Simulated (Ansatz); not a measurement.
**C3H5BO: basis-set convergence**

An exercise on one series of results from a longer session: the logs are not shown, and one member is left open.

The runs use Ansatz 0.2.0, Gaussian basis; one geometry, several basis sets.

Plan: PBE0-D4/def2-SVP; ωB97M-V/def2-SVP; PBE0-D4/def2-QZVPP; ωB97M-V/def2-QZVPP; the functionals' def2-TZVPP values are taken from earlier runs.

### The relaxed structure

All runs share one geometry, relaxed beforehand with PBE0-D4 in a triple-zeta def2 set.

SMILES `CC#CBO`, 10 atoms, charge 0, spin multiplicity 1.

Atoms are counted from 1 here; the program's logs count them from 0.

Bond lengths: C1–C2 1.446 Å, C1–H6 1.093 Å, C1–H7 1.093 Å, C1–H8 1.092 Å, C2–C3 1.209 Å, C3–B4 1.516 Å, B4–O5 1.356 Å, B4–H9 1.201 Å, O5–H10 0.960 Å. Angles: C2–C1–H6 110.5°, C2–C1–H7 110.7°, C2–C1–H8 111.4°, H6–C1–H7 107.7°, H6–C1–H8 108.2°, H7–C1–H8 108.3°, C1–C2–C3 179.6°, C2–C3–B4 176.9°, C3–B4–O5 119.3°, C3–B4–H9 120.6°, O5–B4–H9 120.1°, B4–O5–H10 112.4°.

The first run:

Contents of in.yaml:

```yaml
crystal:
  periodic: [false, false, false]
  atoms:
    - {symbol: C, position_ang: [-1.124229, -1.952043, -0.154218]}
    - {symbol: C, position_ang: [-0.396647, -0.711111, -0.002639]}
    - {symbol: C, position_ang: [0.210867, 0.327975, 0.115424]}
    - {symbol: B, position_ang: [0.974143, 1.617790, 0.343268]}
    - {symbol: O, position_ang: [1.310738, 2.386233, -0.721466]}
    - {symbol: H, position_ang: [-2.101903, -1.884233, 0.330206]}
    - {symbol: H, position_ang: [-0.579875, -2.777477, 0.311788]}
    - {symbol: H, position_ang: [-1.280711, -2.195655, -1.207639]}
    - {symbol: H, position_ang: [1.280367, 1.960190, 1.453439]}
    - {symbol: H, position_ang: [1.790550, 3.177129, -0.465363]}
basis:
  gaussian: {orbitals: def2-SVP}
hamiltonian: {xc: pbe0, dispersion: d4}
output: {orbitals: {seedname: orbitals}}
```

Command:

```sh
ansatz run in.yaml --threads 2 --pin off --events-out ev --progress --plain --max-ram 4352MiB
```

Among the steps run: PBE0-D4 in def2-SVP; ωB97M-V in def2-SVP; PBE0-D4 in def2-QZVPP; ωB97M-V in def2-QZVPP.

One of the session's tables, all rows but one given; the rest of the session is left out.

```
functional       basis  HOMO (eV)
   PBE0-D4    def2-SVP      -7.42
   PBE0-D4  def2-TZVPP      -7.51
   PBE0-D4  def2-QZVPP          ?
   ωB97M-V    def2-SVP      -9.63
   ωB97M-V  def2-TZVPP      -9.74
   ωB97M-V  def2-QZVPP      -9.76
```

Q: Estimate the row for PBE0-D4, def2-QZVPP from the others.

**Answer.** HOMO (eV): -7.53. In the column «HOMO (eV)» it lies between ωB97M-V, def2-SVP (-9.63) and PBE0-D4, def2-TZVPP (-7.51).
